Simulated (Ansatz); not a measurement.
# C₂H₅Te+ (SMILES [CH2+][Te]C): single points off equilibrium

The task here is to estimate one member of a computed series from the others.

Program: Ansatz 0.2.0, Gaussian basis. Level of theory: single points in def2-TZVPP. These are calculated values, not measurements.

Cores are frozen in the correlated methods. Filled d shells of the heavier atoms are correlated. Core potentials replace the inner electrons past krypton, and spin-orbit coupling is left out.

**The system as given**

SMILES `[CH2+][Te]C`, 8 atoms, charge 1, spin multiplicity 1.

Atoms are counted from 1 here; the program's logs count them from 0.

Bond lengths: C1–Te2 1.960 Å, C1–H4 1.093 Å, C1–H5 1.125 Å, Te2–C3 2.146 Å, C3–H6 1.066 Å, C3–H7 1.111 Å, C3–H8 1.069 Å. Angles: Te2–C1–H4 120.7°, Te2–C1–H5 121.4°, H4–C1–H5 117.9°, C1–Te2–C3 100.1°, Te2–C3–H6 107.7°, Te2–C3–H7 105.2°, Te2–C3–H8 108.0°, H6–C3–H7 112.0°, H6–C3–H8 116.1°, H7–C3–H8 107.4°.

Geometry (Å):

```xyz
8
C2H5Te
C    -0.6465    1.2028   -1.1074
Te   -1.3101   -0.3146   -0.0586
C     0.5093   -0.9400    0.8913
H    -1.3338    1.8189   -1.6922
H     0.4400    1.4937   -1.0934
H     1.2320   -0.1697    0.7448
H     0.7963   -1.8822    0.3777
H     0.2840   -1.1861    1.9070
```

The first run:

The input, run/in.yaml:

```yaml
crystal:
  periodic: [false, false, false]
  atoms:
    - {symbol: C, position_ang: [-0.646500, 1.202800, -1.107400]}
    - {symbol: Te, position_ang: [-1.310100, -0.314600, -0.058600]}
    - {symbol: C, position_ang: [0.509300, -0.940000, 0.891300]}
    - {symbol: H, position_ang: [-1.333800, 1.818900, -1.692200]}
    - {symbol: H, position_ang: [0.440000, 1.493700, -1.093400]}
    - {symbol: H, position_ang: [1.232000, -0.169700, 0.744800]}
    - {symbol: H, position_ang: [0.796300, -1.882200, 0.377700]}
    - {symbol: H, position_ang: [0.284000, -1.186100, 1.907000]}
basis:
  gaussian: {orbitals: def2-TZVPP}
total_charge: 1
correlation: {method: ccsd_t}
output: {forces: true}
```

The command line of these runs was not kept.

Steps of the session up to this table: CCSD(T)/def2-TZVPP; PBE0-D4/def2-TZVPP; wB97M-V/def2-TZVPP; r2SCAN-D4/def2-TZVPP; PBE-D4/def2-TZVPP; BLYP-D4/def2-TZVPP; r2SCANh-D4/def2-TZVPP.

One table of the session follows, with a row left open; its other results are not shown here.

```
    method  RMS force component (eV/Å)  angle to CCSD(T) forces (°)
   CCSD(T)                       0.577                    reference
   PBE0-D4                       0.583                         14.1
   wB97M-V                       0.601                         19.9
 r2SCAN-D4                           ?                            ?
    PBE-D4                       0.552                         13.6
   BLYP-D4                       0.561                         18.0
r2SCANh-D4                       0.576                         10.9
```

**Question.** Estimate the row for r2SCAN-D4.

As computed: RMS force component (eV/Å): 0.562; angle to CCSD(T) forces (°): 7.2. In the column «RMS force component (eV/Å)» it lies between BLYP-D4 (0.561) and r2SCANh-D4 (0.576).
